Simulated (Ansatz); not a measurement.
**C₂H₆BFOSi: up Jacob's ladder to CCSD(T)**

An exercise on one series of results from a longer session: the logs are not shown, and one member is left open.

Computed with Ansatz 0.2.0, Gaussian basis. Level: functionals in def2-TZVPP, the program's frozen cores in correlated methods.

The runs, in order: PBE-D4, r2SCAN-D4, PBE0-D4, B3LYP-D4, ωB97X-V, ωB97M-V, B2PLYP; CCSD(T)/def2-TZVPP; MP2/def2-QZVPP; extrapolation to the limit.

### The relaxed structure

An earlier PBE0-D4 in a triple-zeta def2 set relaxation fixed the geometry.

SMILES `OC1[SiH2]CB1F`, 12 atoms, charge 0, spin multiplicity 1.

Atoms are counted from 1 here; the program's logs count them from 0.

Bond lengths: O1–C2 1.395 Å, O1–H7 0.959 Å, C2–Si3 1.938 Å, C2–B5 1.562 Å, C2–H8 1.108 Å, Si3–C4 1.894 Å, Si3–H9 1.484 Å, Si3–H10 1.486 Å, C4–B5 1.577 Å, C4–H11 1.093 Å, C4–H12 1.087 Å, B5–F6 1.323 Å. Angles: C2–O1–H7 109.2°, O1–C2–Si3 130.1°, O1–C2–B5 121.2°, O1–C2–H8 113.6°, Si3–C2–B5 80.1°, Si3–C2–H8 99.4°, B5–C2–H8 106.3°, C2–Si3–C4 81.1°, C2–Si3–H9 114.2°, C2–Si3–H10 116.4°, C4–Si3–H9 113.5°, C4–Si3–H10 118.3°, H9–Si3–H10 110.6°, Si3–C4–B5 81.2°, Si3–C4–H11 108.8°, Si3–C4–H12 121.5°, B5–C4–H11 114.4°, B5–C4–H12 118.3° and more.

Geometry (Å):

```
O    -1.61636   -1.65873    0.20610
C    -0.67005   -0.74997   -0.26722
Si    1.07405   -0.28213    0.43622
C     0.57848    1.40533   -0.26740
B    -0.86058    0.78936   -0.07884
F    -1.88232    1.38422    0.51558
H    -1.26936   -2.54917    0.12046
H    -0.40157   -0.90256   -1.33095
H     1.15962   -0.30404    1.91775
H     2.23899   -0.98263   -0.16454
H     0.91121    1.46525   -1.30635
H     0.81490    2.32996    0.25318
```

Set-up of the first run:

File in.yaml:

```yaml
crystal:
  periodic: [false, false, false]
  atoms:
    - {symbol: O, position_ang: [-1.616358, -1.658726, 0.206099]}
    - {symbol: C, position_ang: [-0.670051, -0.749967, -0.267216]}
    - {symbol: Si, position_ang: [1.074046, -0.282126, 0.436223]}
    - {symbol: C, position_ang: [0.578480, 1.405332, -0.267402]}
    - {symbol: B, position_ang: [-0.860581, 0.789361, -0.078842]}
    - {symbol: F, position_ang: [-1.882319, 1.384219, 0.515585]}
    - {symbol: H, position_ang: [-1.269361, -2.549172, 0.120462]}
    - {symbol: H, position_ang: [-0.401569, -0.902565, -1.330945]}
    - {symbol: H, position_ang: [1.159615, -0.304044, 1.917749]}
    - {symbol: H, position_ang: [2.238991, -0.982626, -0.164541]}
    - {symbol: H, position_ang: [0.911207, 1.465251, -1.306354]}
    - {symbol: H, position_ang: [0.814899, 2.329964, 0.253182]}
basis:
  gaussian: {orbitals: def2-TZVPP}
hamiltonian: {xc: pbe, dispersion: d4}
output: {forces: true, orbitals: {seedname: orbitals}}
```

The run is started by

```
ansatz run in.yaml --threads 4 --pin off --events-out ev --progress --plain --max-ram 10444MiB
```

Steps of the session up to this table: PBE-D4 (GGA); r2SCAN-D4 (meta-GGA); PBE0-D4 (hybrid); B3LYP-D4 (hybrid); ωB97X-V (range-separated); ωB97M-V (range-separated); B2PLYP (double hybrid); CCSD(T) in def2-TZVPP; MP2 in def2-QZVPP.

One table of the session follows, with a row left open; its other results are not shown here.

It belongs to the step «Atomisation energies». 

| method | atomisation energy (kcal/mol) |
| --- | --- |
| PBE-D4 | 1148.8 |
| r2SCAN-D4 | 1129.6 |
| PBE0-D4 | 1127.8 |
| B3LYP-D4 | 1119.2 |
| ωB97X-V | 1125.7 |
| ωB97M-V | 1127.2 |
| B2PLYP | 1109.0 |
| HF/def2-TZVPP | 823.7 |
| MP2/def2-TZVPP | ? |
| CCSD/def2-TZVPP | 1073.9 |
| CCSD(T)/def2-TZVPP | 1091.2 |
| MP2/CBS | 1146.1 |
| CCSD(T)/CBS | 1119.8 |

Estimate the missing values for MP2/def2-TZVPP.

As computed: atomisation energy (kcal/mol): 1117.5. In the column «atomisation energy (kcal/mol)» it lies between B2PLYP (1109.0) and B3LYP-D4 (1119.2).

Caveats from the session: Free atoms (1 O, 2 C, 1 Si, 1 B, 1 F, 6 H) were run apart at each level; the atomisation energy is their sum less the molecule, without zero-point or spin-orbit terms.
